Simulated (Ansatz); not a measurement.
# Li2Se3: the cost of one run

Method: DFT PBE, scalar-relativistic, plane waves, PAW, in Ansatz 0.2.0.

## (1) The structure to begin with

The structure is trigonal, space group R-3m (No. 166). The conventional cell has a = 3.729 Å, b = 3.729 Å, c = 25.928 Å, α = 90.00°, β = 90.00°, γ = 120.00°. Li (site symmetry 3m) has 6 Se at 2.61 to 2.76 Å as nearest neighbours. Se (site symmetry -3m) has 6 Li at 2.76 Å as nearest neighbours. Se (site symmetry 3m) is surrounded by 3 Li at 2.61 Å.

Structure file:

```
CELL_PARAMETERS angstrom
1.86444 1.07643 8.64261
-1.86444 1.07643 8.64261
0.00000 -2.15287 8.64261
ATOMIC_POSITIONS crystal
Li 0.40000 0.40000 0.40000
Li 0.60000 0.60000 0.60000
Se 0.00000 0.00000 0.00000
Se 0.20950 0.20950 0.20950
Se 0.79050 0.79050 0.79050
```

This is candidate A: tetradymite type (R-3m, No. 166).

(A quick probe on a coarse mesh, which set the mesh and smearing, is not shown.)

## (3) Rough relaxation on the coarse mesh (candidate A)

input.yaml

```yaml
crystal:
  lattice:
    - [1.8644370547, 1.0764332354, 8.6426114946]
    - [-1.8644370547, 1.0764332354, 8.6426114946]
    - [0.0, -2.1528664708, 8.6426114946]
  atoms:
    - { symbol: Li, position: [0.4, 0.4, 0.4] }
    - { symbol: Li, position: [0.6, 0.6, 0.6] }
    - { symbol: Se, position: [0.0, 0.0, 0.0] }
    - { symbol: Se, position: [0.2095, 0.2095, 0.2095] }
    - { symbol: Se, position: [0.7905, 0.7905, 0.7905] }
basis:
  ecutwfc: 420
kpoints:
  mp_grid: { grid: [6, 6, 6] }
hamiltonian:
  xc: pbe
scf:
  occupations: { method: gaussian, width: 0.1 }
  lower_state_search: "off"
output:
  forces: true
  stress: true
  eigenvalues: true
relax:
  adjacent_minimum: "off"
  f_tol: 0.04
  max_steps: 70
  cell: { stress_tol: 0.4 }
```

Started as:

```console
> ansatz run input.yaml --threads 1 --pin off --max-ram 2560MiB --backend cpu --events-out ev --progress --plain --runs-dir out
```

**Question.** How long does this run take on 1 thread of Arm Neoverse V2, shared host, and how much memory does it need?

About 74 s, with a peak of 0.4 GiB.
